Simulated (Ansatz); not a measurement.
# Sc7W: the cost of one run

Method: DFT PBE, scalar-relativistic, plane waves, PAW, unless a step names another level, in Ansatz 0.2.0.

## Step 1: The structure to begin with

Symmetry: P-3m1, No. 164, trigonal system. The conventional cell has a = 3.268 Å, b = 3.268 Å, c = 40.535 Å, α = 90.00°, β = 90.00°, γ = 120.00°. Sc (site symmetry 3m) has 3 W at 2.95 Å and 9 Sc at 3.27 to 3.30 Å in its first shell of neighbours. Sc (site symmetry 3m) is surrounded by 12 Sc at 3.24 to 3.30 Å. Sc (site symmetry 3m) is surrounded by 12 Sc at 3.23 to 3.27 Å. Sc (site symmetry 3m) has 12 Sc at 3.22 to 3.27 Å in its first shell of neighbours. W (site symmetry 3m) has 3 W at 2.59 Å and 3 Sc at 2.95 Å in its first shell of neighbours.

Coordinates:

```cif
data_structure
_symmetry_space_group_name_H-M 'P-3m1'
_symmetry_Int_Tables_number 164
_cell_length_a 3.2685
_cell_length_b 3.2685
_cell_length_c 40.5350
_cell_angle_alpha 90.000
_cell_angle_beta 90.000
_cell_angle_gamma 120.000
_cell_volume 375.02
loop_
_atom_site_label
_atom_site_type_symbol
_atom_site_symmetry_multiplicity
_atom_site_Wyckoff_symbol
_atom_site_fract_x
_atom_site_fract_y
_atom_site_fract_z
_atom_site_occupancy
Sc1 Sc 2 d 0.33333 0.66667 0.92214 1
Sc2 Sc 2 d 0.66667 0.33333 0.85539 1
Sc3 Sc 2 d 0.33333 0.66667 0.79032 1
Sc4 Sc 2 d 0.66667 0.33333 0.72561 1
Sc5 Sc 2 d 0.33333 0.66667 0.53228 1
Sc6 Sc 2 d 0.66667 0.33333 0.33883 1
Sc7 Sc 2 d 0.33333 0.66667 0.40326 1
W1 W 2 d 0.33333 0.66667 0.02186 1
```

It came out lowest among 16 distinct ends of the trial cells. At a tolerance of 0.05 Å it has space group P-3m1 (No. 164). Site moments: 0.1 0.3 0.3 0.2 -0.2 -0.2 0.2 0.1 0.3 0.3 0.1 -0.1 -0.1 0.1 0.0 0.0 μB.

## Step 2: Bands, states and charges

input.yaml

```yaml
crystal:
  lattice:
    - [3.2684670781, 0.0, 0.0]
    - [-1.6342335391, 2.8305755211, 0.0]
    - [0.0, 0.0, 40.5350383825]
  atoms:
    - { symbol: Sc, position: [0.3333333333, 0.6666666667, 0.9221366645] }
    - { symbol: Sc, position: [0.6666666667, 0.3333333333, 0.8553869006], spin: 0.37 }
    - { symbol: Sc, position: [0.3333333333, 0.6666666667, 0.7903246569], spin: 0.3 }
    - { symbol: Sc, position: [0.6666666667, 0.3333333333, 0.7256051491], spin: 0.21 }
    - { symbol: Sc, position: [0.3333333333, 0.6666666667, 0.5322792094], spin: -0.24 }
    - { symbol: Sc, position: [0.6666666667, 0.3333333333, 0.4677207906], spin: -0.24 }
    - { symbol: Sc, position: [0.3333333333, 0.6666666667, 0.2743948509], spin: 0.21 }
    - { symbol: Sc, position: [0.6666666667, 0.3333333333, 0.3388265223], spin: 0.14 }
    - { symbol: Sc, position: [0.3333333333, 0.6666666667, 0.1446130994], spin: 0.37 }
    - { symbol: Sc, position: [0.6666666667, 0.3333333333, 0.2096753431], spin: 0.3 }
    - { symbol: Sc, position: [0.6666666667, 0.3333333333, 0.0778633355] }
    - { symbol: Sc, position: [0.3333333333, 0.6666666667, 0.4032565993], spin: -0.15 }
    - { symbol: Sc, position: [0.6666666667, 0.3333333333, 0.5967434007], spin: -0.15 }
    - { symbol: Sc, position: [0.3333333333, 0.6666666667, 0.6611734777], spin: 0.14 }
    - { symbol: W, position: [0.3333333333, 0.6666666667, 0.0218580378] }
    - { symbol: W, position: [0.6666666667, 0.3333333333, 0.9781419622] }
basis:
  ecutwfc: 420
kpoints:
  mp_grid: { grid: [12, 12, 1] }
  band_path:
    path:
      - [[0.0, 0.0, 0.0], [0.5, 0.0, 0.0], [0.33333333, 0.33333333, 0.0], [0.0, 0.0, 0.0], [0.0, 0.0, 0.5], [0.5, 0.0, 0.5], [0.33333333, 0.33333333, 0.5], [0.0, 0.0, 0.5]]
      - [[0.5, 0.0, 0.5], [0.5, 0.0, 0.0]]
      - [[0.33333333, 0.33333333, 0.5], [0.33333333, 0.33333333, 0.0]]
    npoints: 10
hamiltonian:
  xc: pbe
scf:
  occupations: { method: gaussian, width: 0.1 }
  n_extra_bands: 40
output:
  forces: true
  stress: true
  eigenvalues: true
  populations: true
  dos: { projected: true, de: 0.02, nscf_kmesh: { grid: [15, 15, 2] } }
  bader: false
  write_density: true
  write_potential: true
  elf: true
  volumetric_format: npy
magnetization:
  spin_polarized: true
checkpoint:
  read: start.run
  write: ck
  compress: false
  write_wavefunctions: false
  write_every: 100000
```

Run with:

```sh
$ ansatz run input.yaml --threads 1 --pin off --max-ram 2560MiB --backend cpu --events-out ev --progress --plain --runs-dir out
```

**Question.** How long does this run take on 1 thread of Intel Xeon 6975P-C (Granite Rapids), shared host, and how much memory does it need?

About 9.7 min, with a peak of 2.4 GiB.
